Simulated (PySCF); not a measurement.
**[Dy(NH3)4]3+: other functionals and bases at one geometry**

One table from this session's results is given with a row withheld; the runs are named, their logs left out.

Method: several levels, as the steps say, no spin–orbit coupling; program: PySCF 2.14.0.

1 further run of the same task is left out (for a known fault of the program).

**Where the work starts**

17 atoms, charge 3, spin multiplicity 1.

Bond lengths: Dy1–N2 2.429 Å, Dy1–N6 2.429 Å, Dy1–N10 2.431 Å, Dy1–N14 2.431 Å, N2–H3 1.034 Å, N2–H4 1.034 Å, N2–H5 1.034 Å, N6–H7 1.034 Å, N6–H8 1.034 Å, N6–H9 1.034 Å, N10–H11 1.034 Å, N10–H12 1.034 Å, N10–H13 1.034 Å, N14–H15 1.034 Å, N14–H16 1.034 Å, N14–H17 1.034 Å. Angles: N2–Dy1–N6 109.8°, N2–Dy1–N10 109.4°, N2–Dy1–N14 109.4°, N6–Dy1–N10 109.4°, N6–Dy1–N14 109.4°, N10–Dy1–N14 109.3°, Dy1–N2–H3 115.7°, Dy1–N2–H4 115.5°, Dy1–N2–H5 115.5°, H3–N2–H4 102.7°, H3–N2–H5 102.7°, H4–N2–H5 102.7°, Dy1–N6–H7 115.7°, Dy1–N6–H8 115.5°, Dy1–N6–H9 115.5°, H7–N6–H8 102.7°, H7–N6–H9 102.7°, H8–N6–H9 102.7° and more.

As a file:

```xyz
17
DyH12N4
Dy    0.0000    0.0000    0.0053
N     1.4053    1.4053    1.4024
H     1.2855    1.2855    2.4228
H     2.4247    1.2818    1.2769
H     1.2818    2.4247    1.2769
N    -1.4053   -1.4053    1.4024
H    -1.2855   -1.2855    2.4228
H    -2.4247   -1.2818    1.2769
H    -1.2818   -2.4247    1.2769
N     1.4020   -1.4020   -1.4014
H     2.0415   -2.0415   -0.8991
H     0.8971   -2.0396   -2.0406
H     2.0396   -0.8971   -2.0406
N    -1.4020    1.4020   -1.4014
H    -2.0415    2.0415   -0.8991
H    -0.8971    2.0396   -2.0406
H    -2.0396    0.8971   -2.0406
```

Formal oxidation states: Dy +3. Each metal's 9 4f electrons lie in its core potential, so multiplicities, spins and levels count the valence alone. An earlier session relaxed this geometry at PBE0, Dy lcecp-1-SVP with ECP55, N def2-SVP, H def2-SVP (singlet, point group D2d). Its vibrations showed it to be a saddle point, relaxed within its symmetry.

At PBE0 on the finer grid: E = -261.973112 Eh, HOMO -23.57 eV, LUMO -14.51 eV, Mulliken charge on Dy1 +1.59 e, largest force component 0.007 eV/Å. 

Levels to run: CAM-B3LYP; TPSSh; r2SCAN; M06-L; PBE0, TZVP. Hardware: 4 threads of Arm Neoverse V2, shared host.

The first run:

Input file run.py (the lines that set the calculation):

```python
mol = gto.M(atom='''
Dy     0.00000     0.00000     0.00531
N      1.40534     1.40534     1.40239
H      1.28553     1.28553     2.42280
H      2.42468     1.28184     1.27692
H      1.28184     2.42468     1.27692
N     -1.40534    -1.40534     1.40239
H     -1.28553    -1.28553     2.42280
H     -2.42468    -1.28184     1.27692
H     -1.28184    -2.42468     1.27692
N      1.40202    -1.40202    -1.40137
H      2.04148    -2.04148    -0.89911
H      0.89706    -2.03958    -2.04055
H      2.03958    -0.89706    -2.04055
N     -1.40202     1.40202    -1.40137
H     -2.04148     2.04148    -0.89911
H     -0.89706     2.03958    -2.04055
H     -2.03958     0.89706    -2.04055''',
    basis={'Dy': 'lcecp-1-SVP', 'N': 'def2-SVP', 'H': 'def2-SVP'},
    ecp={'Dy': 'lcecp-1-SVP'},
    charge=3, spin=0)
mf = dft.RKS(mol, xc='CAMB3LYP')
mf.grids.atom_grid = (75, 302)  # f atoms: unpruned, at least (60, 302)
mf = mf.density_fit()  # fitting sets: Dy AutoAux, N def2-universal-JKFIT, H def2-universal-JKFIT
mf.conv_tol = 1e-08; mf.max_cycle = 55
mf.kernel(dm0)  # dm0: the density of the relaxed state
```

Launch:

```console
$ OMP_NUM_THREADS=4 python run.py
```

Steps of the session up to this table: CAM-B3LYP; TPSSh; r2SCAN; M06-L; PBE0, TZVP.

One of the session's tables, all rows but one given; the rest of the session is left out.

| level | HOMO (eV) | gap (eV) | charge on Dy1 (e) | largest force component (eV/Å) |
| --- | --- | --- | --- | --- |
| PBE0 (relaxed here) | -23.57 | 9.05 | 1.59 | 0.01 |
| CAM-B3LYP | -25.00 | 11.63 | 1.56 | 0.05 |
| TPSSh | -22.74 | 7.85 | 1.58 | 0.13 |
| r2SCAN | ? | ? | ? | ? |
| M06-L | -22.38 | 7.40 | 1.73 | 0.10 |
| PBE0, TZVP | -23.49 | 9.08 | 1.94 | 0.27 |

**Question.** Estimate the row for r2SCAN.

**Answer.** HOMO (eV): -22.35; gap (eV): 7.18; charge on Dy1 (e): 1.58; largest force component (eV/Å): 0.06. In the column «HOMO (eV)» it is the highest.

In one basis the HOMO–LUMO gap runs from 7.18 eV (r2SCAN) to 11.63 eV (CAM-B3LYP). The largest leftover force, 0.27 eV/Å with PBE0, TZVP, stands at a geometry relaxed at another level. With 4f in the core, its levels are missing from HOMO and gap, and its count is fixed, so no charge can pass from the ligands into it. Total energies of different levels can't be compared.
